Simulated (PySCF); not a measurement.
# InB⁻: changing the method

What do other methods print for InB⁻?

The runs use PySCF 2.14.0; method and basis as typed in the scripts.

5 further runs of the same task are left out: 2 for a known fault of the program, 3 that didn't finish.

### 1 The starting structure

InB⁻: 2 atoms, charge -1, spin multiplicity 2.

Bond lengths: In1–B2 2.075 Å.

### 2 Base script

input.py

```python
from pyscf import gto, dft

mol = gto.M(
    atom='In 0 0 0; B 0 0 2.075',
    basis='def2-svp',
    ecp={'In': 'def2-svp'},
    charge=-1,
    spin=1,
    verbose=4,
)
mf = dft.ROKS(mol, xc='tpssh')
mf.kernel()
g = mf.nuc_grad_method()
g.grid_response = True
g.kernel()
mf.dip_moment()
print('orbital energies (hartree):', mf.mo_energy[..., max(0, mol.nelec[1]-3):mol.nelec[0]+3].round(4))
```

Started as:

```bash
$ OMP_NUM_THREADS=1 python input.py
```

### 3 MP2 (UHF)

Run 1 changes step after the SCF: gradient → mp2; SCF type: ROKS → UHF; functional: tpssh → none (Hartree–Fock).

input.py

```python
from pyscf import gto, scf, mp

mol = gto.M(
    atom='In 0 0 0; B 0 0 2.075',
    basis='def2-svp',
    ecp={'In': 'def2-svp'},
    charge=-1,
    spin=1,
    verbose=4,
)
mf = scf.UHF(mol)
mf.kernel()
mp.MP2(mf).kernel()
mf.dip_moment()
print('orbital energies (hartree):', [e[max(0, n-3):n+3].round(4) for e, n in zip(mf.mo_energy, mol.nelec)])
```

### 4 Bhandhlyp

Run 2 changes functional: tpssh → bhandhlyp.

Edit input.py of step 2 so:

```diff
@@ -10,3 +10,3 @@
 )
-mf = dft.ROKS(mol, xc='tpssh')
+mf = dft.ROKS(mol, xc='bhandhlyp')
 mf.kernel()
```

### 5 TDA (UKS)

Run 3 changes step after the SCF: gradient → tda; SCF type: ROKS → UKS; number of roots: none → 4.

input.py

```python
from pyscf import gto, dft, tdscf

mol = gto.M(
    atom='In 0 0 0; B 0 0 2.075',
    basis='def2-svp',
    ecp={'In': 'def2-svp'},
    charge=-1,
    spin=1,
    verbose=4,
)
mf = dft.UKS(mol, xc='tpssh')
mf.kernel()
td = tdscf.TDA(mf)
td.nstates = 4
td.kernel()
td.analyze(verbose=3)
mf.dip_moment()
print('orbital energies (hartree):', [e[max(0, n-3):n+3].round(4) for e, n in zip(mf.mo_energy, mol.nelec)])
```

### 6 Population analysis

Run 4 changes step after the SCF: gradient → analyze.

Edit input.py of step 2 so:

```diff
@@ -12,5 +12,3 @@
 mf.kernel()
-g = mf.nuc_grad_method()
-g.grid_response = True
-g.kernel()
+mf.mulliken_pop()
 mf.dip_moment()
```

### 7 Hf,lyp

Run 5 changes functional: tpssh → hf,lyp.

Edit input.py of step 2 so:

```diff
@@ -10,3 +10,3 @@
 )
-mf = dft.ROKS(mol, xc='tpssh')
+mf = dft.ROKS(mol, xc='hf,lyp')
 mf.kernel()
```

**Question.** What will these runs give? Wanted: for each run, E(SCF); from base; gap, α spin; after the SCF.

**Answer**, as computed:

```
                run  E(SCF) (hartree)  from base (eV)  cycles  gap, α spin (eV)              after the SCF
               base       -214.755770               0      13               n/a                        n/a
          MP2 (UHF)       -213.697573  not comparable      26              6.02  MP2 correlation -4.910 eV
          bhandhlyp       -214.715286  not comparable      14               n/a                        n/a
          TDA (UKS)       -214.756767         -0.0271      17              0.70  lowest root found 0.19 eV
population analysis       -214.755770          0.0000      13               n/a                        n/a
             hf,lyp       -214.666055  not comparable      15               n/a                        n/a
```

**Reading.** A lower total energy from another functional means nothing by itself. The dearest run is “TDA (UKS)”, at 30 s against 4.6 s.
